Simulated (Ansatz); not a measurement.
Task: a polarisability from point charges of AlBH₆OSi, SMILES [BH2][AlH][SiH2]O, with Ansatz 0.2.0 through its Python package. Give the script and its output. Use (for the species named): Hartree-Fock, def2-SVP basis, multiplicity 1.

```xyz
10

B    -1.2930    1.5377   -0.8221
Al   -0.1370    0.9042    0.6960
Si    0.6828   -1.2923    0.6144
O     1.7293   -1.4911   -0.7963
H    -1.6027    0.8587   -1.7526
H    -1.7665    2.7001   -0.8109
H     0.2623    1.8744    1.9183
H    -0.3643   -2.2317    0.6159
H     1.5604   -1.5130    1.8533
H     1.0117   -1.3982   -1.5130
```

The script, `albh6osi_field.py`:
```python
"""Dipole of AlBH6OSi in the field of point charges."""

import ansatz
import numpy as np

geometry = (
    ansatz.Crystal.molecule()
    .atom("B", (-1.293, 1.5377, -0.8221))
    .atom("Al", (-0.137, 0.9042, 0.696))
    .atom("Si", (0.6828, -1.2923, 0.6144))
    .atom("O", (1.7293, -1.4911, -0.7963))
    .atom("H", (-1.6027, 0.8587, -1.7526))
    .atom("H", (-1.7665, 2.7001, -0.8109))
    .atom("H", (0.2623, 1.8744, 1.9183))
    .atom("H", (-0.3643, -2.2317, 0.6159))
    .atom("H", (1.5604, -1.513, 1.8533))
    .atom("H", (1.0117, -1.3982, -1.513))
)

base = (
    geometry.calculation()
    .basis(gaussian="def2-SVP")
    .functional("hf")
    .accuracy("medium")
    .forces()
)
# charges +q and -q at -R and +R make a nearly even field 2 k q / R^2 at the centre
centre = np.mean([site.position_ang for site in geometry.cartesian_sites], axis=0)
field = 2 * 14.399645 * 2.0 / 40.0 ** 2


def dipole(axis, sign):
    arm = 40.0 * np.eye(3)[axis]
    pair = [{"charge": sign * 2.0, "position_ang": (centre - arm).tolist()}, {"charge": -sign * 2.0, "position_ang": (centre + arm).tolist()}]
    deck = base.input().set(ansatz.key.basis.gaussian.point_charges, pair)
    return np.array(ansatz.Session.from_dict(deck).plan().execute().report["charge_distribution"]["dipole_moment_e_ang"])


print(f"field {field:.4f} V/A")
alpha = np.array([(dipole(axis, 1) - dipole(axis, -1)) / (2 * field) * 14.399645 for axis in range(3)])
print("polarisability tensor (A^3)")
print(np.array2string(alpha, precision=3, suppress_small=True))
print(f"mean {np.trace(alpha) / 3:.3f} A^3 = {np.trace(alpha) / 3 / 0.14818471:.2f} bohr^3")
```

```console
$ python albh6osi_field.py
field 0.0360 V/A
polarisability tensor (A^3)
[[ 8.022 -1.293  1.428]
 [-1.295 10.072  0.176]
 [ 1.435  0.179  9.205]]
mean 9.100 A^3 = 61.41 bohr^3
```

Caveats:
- These settings explore the input space; basis and method may be short of convergence.
- The geometry is a force-field or estimated start, not a minimum of this method, and the basis set is short of its limit. The field of two point charges is only nearly even.
- Without diffuse functions polarisabilities are unreliable, as a rule too low, and they change with the bond lengths of this unrelaxed start.
- Hardware and time: 14 s on 1 thread of Intel(R) Xeon(R) Platinum 8259CL CPU @ 2.50GHz (Skylake/Cascade Lake) (shared host), peak memory 0.23 GiB.

(Lines on the test bed's own set-up are left out of the output.)
